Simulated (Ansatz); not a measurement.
# Al2O3 (Corundum): the cost of one run

Computed with Ansatz 0.2.0 (DFT PBE+D3(BJ), scalar-relativistic, plane waves, PAW, unless a step's input says otherwise).

1 further run of the same task is left out (set aside as unsound or not needed).

### Step 1. The system as given

Symmetry: R-3c, No. 167, trigonal system. The conventional cell has a = 4.760 Å, b = 4.760 Å, c = 12.996 Å, α = 90.00°, β = 90.00°, γ = 120.00°. Around Al (site symmetry 3) lie 6 O at 1.85 to 1.97 Å. Around O (site symmetry 2) lie 4 Al at 1.85 to 1.97 Å.

Coordinates:

```xyz
10
Lattice="2.3803 1.3742 4.3319 -2.3803 1.3742 4.3319 0.0000 -2.7485 4.3319" Properties=species:S:1:pos:R:3 pbc="T T T"
Al    0.0000    0.0000    4.5765
Al    0.0000    0.0000    1.9213
Al    0.0000    0.0000    8.4191
Al    0.0000    0.0000   11.0743
O    -0.9203    1.3742    7.5808
O    -0.7300   -1.4841    7.5808
O     1.6503    0.1099    7.5808
O     0.9203   -1.3742    5.4148
O     0.7300    1.4841    5.4148
O    -1.6503   -0.1099    5.4148
```

The structure comes from the Crystallography Open Database.

(A quick probe on a coarse mesh, which set the mesh and smearing, is not shown.)

### Step 3. The relaxation

Contents of input.yaml:

```yaml
crystal:
  lattice:
    - [2.38025, 1.3742379782, 4.3318666667]
    - [-2.38025, 1.3742379782, 4.3318666667]
    - [0.0, -2.7484759565, 4.3318666667]
  atoms:
    - { symbol: Al, position: [0.35216, 0.35216, 0.35216] }
    - { symbol: Al, position: [0.14784, 0.14784, 0.14784] }
    - { symbol: Al, position: [0.64784, 0.64784, 0.64784] }
    - { symbol: Al, position: [0.85216, 0.85216, 0.85216] }
    - { symbol: O, position: [0.55668, 0.94332, 0.25] }
    - { symbol: O, position: [0.25, 0.55668, 0.94332] }
    - { symbol: O, position: [0.94332, 0.25, 0.55668] }
    - { symbol: O, position: [0.44332, 0.05668, 0.75] }
    - { symbol: O, position: [0.75, 0.44332, 0.05668] }
    - { symbol: O, position: [0.05668, 0.75, 0.44332] }
basis:
  ecutwfc: 420
kpoints:
  mp_grid: { grid: [6, 6, 6] }
hamiltonian:
  xc: pbe
  dispersion: d3bj
scf:
  occupations: { method: gaussian, width: 0.02 }
output:
  forces: true
  stress: true
  eigenvalues: true
relax:
  adjacent_minimum: "off"
  f_tol: 0.005
  max_steps: 80
  cell: { stress_tol: 0.05 }
```

Command:

```sh
> ansatz run input.yaml --threads 4 --pin off --max-ram 10240MiB --backend cpu --events-out ev --progress --plain --runs-dir out
```

**Question.** How long does this run take on 4 threads of AMD EPYC (Zen 3), shared host, and how much memory does it need?

About 39 s, with a peak of 0.46 GiB.
